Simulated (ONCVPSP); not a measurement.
# An ONCV potential for hafnium, from input to tests

Aim: build the potential from the settings below, then test how well it stands in for the atom: other configurations, scattering, ghost states and the plane-wave cutoff that it needs.

The numbers are computed with ONCVPSP 4.0.1 (PBE, scalar-relativistic, spin-unpolarised reference atom).

1 further run of the same task is left out (it didn't finish).

**1. Starting point**

The settings as typed:

```
element                 : hafnium (Hf, Z = 72)
type                    : optimised norm-conserving Vanderbilt (ONCV)
frozen core             : [Kr] 4d10 4f14
valence charge          : 12
reference configuration : 5s2 5p6 5d2 (charge +2)
partial waves           : 5s: rc 2.00 bohr, ncon 4, nbas 8, qcut 8.3 1/bohr, 2 projectors, debl 0.9 Ha; 5p: rc 1.75 bohr, ncon 4, nbas 7, qcut 8.4 1/bohr, 2 projectors, debl 1 Ha; 5d: rc 2.45 bohr, ncon 3, nbas 8, qcut 6.3 1/bohr, 2 projectors, debl 3.9 Ha
local potential         : polynomial inside 1.60 bohr (lpopt 2, dvloc0 2 Ha)
core correction         : not asked for
```

The outer shells as boxes (Hund's rule for the drawing; the calculation is spin-unpolarised):

```
[Kr] core
4d [↑↓][↑↓][↑↓][↑↓][↑↓]
4f [↑↓][↑↓][↑↓][↑↓][↑↓][↑↓][↑↓]
5s [↑↓]
5p [↑↓][↑↓][↑↓]
5d [↑ ][↑ ][  ][  ][  ]
```

**2. Generation**

The input, Hf.dat:

```
# ATOM AND REFERENCE CONFIGURATION
# atsym  z   nc   nv     iexc    psfile
  Hf 72.00   10    3        4      upf
#
#   n    l    f
    1    0    2.00
    2    0    2.00
    2    1    6.00
    3    0    2.00
    3    1    6.00
    3    2   10.00
    4    0    2.00
    4    1    6.00
    4    2   10.00
    4    3   14.00
    5    0    2.00
    5    1    6.00
    5    2    2.00
#
# PSEUDOPOTENTIAL AND OPTIMIZATION
# lmax
    2
#
#   l,   rc,      ep,       ncon, nbas, qcut
    0    2.00    0.00    4    8    8.30
    1    1.75    0.00    4    7    8.40
    2    2.45    0.00    3    8    6.30
#
# LOCAL POTENTIAL
# lloc, lpopt,  rc(5),   dvloc0
    4    2    1.60    2.00
#
# VANDERBILT-KLEINMAN-BYLANDER PROJECTORs
# l, nproj, debl
    0    2    0.90
    1    2    1.00
    2    2    3.90
#
# MODEL CORE CHARGE
# icmod, fcfact, rcfact
    0    0.00    0.00
#
# LOG DERIVATIVE ANALYSIS
# epsh1, epsh2, depsh
   -5.00    5.00    0.04
#
# OUTPUT GRID
# rlmax, drl
    6.00    0.01
#
# TEST CONFIGURATIONS
# ncnf
    4
# nvcnf
#   n    l    f
    4
    5    0    2.00
    5    1    6.00
    5    2    2.00
    6    0    2.00
#
    4
    5    0    2.00
    5    1    6.00
    5    2    2.00
    6    0    1.00
#
    3
    5    0    2.00
    5    1    6.00
    5    2    1.00
#
    4
    5    0    2.00
    5    1    6.00
    5    2    3.00
    6    0    1.00
#
```

The run is started by

```
$ oncvpsp.x < Hf.dat > Hf.out
```

What does the calculation give? Wanted: cutoffs for 1 and 0.1 mHa per electron, occupied waves; bound ghosts; GHOST(+) flags; largest test error; largest phase difference near zero energy, channels read; projector energies reset by the program.

**Answer**, as computed:

```
                                                quantity                                     value
  cutoffs for 1 and 0.1 mHa per electron, occupied waves                           21 Ha and 26 Ha
                                            bound ghosts                                none found
                                          GHOST(+) flags                               p at 920 eV
                            largest test error (AE − PS)              +54 meV, for 5s2 5p6 5d2 6s2
largest phase difference near zero energy, channels read                                 0.000 rad
                 projector energies reset by the program  s: -3.017, 0.050 Ha; p: -1.860, 0.250 Ha
```

What this shows: The worst unpolarised test, 5s2 5p6 5d2 6s2, is off by 54 meV on 22.2 eV; by total energies transferability rates as fair. It counts as of middling hardness, with 21 Ha needed at the looser tolerance. No bound ghost shows below the valence levels. Near zero energy the phases of the channels with partial waves agree within 0.001 rad. The program also flags highly localised states, GHOST(+) (p). Note that the frozen 4f shell (-32 eV) lies higher than the valence 5s shell (-82 eV).
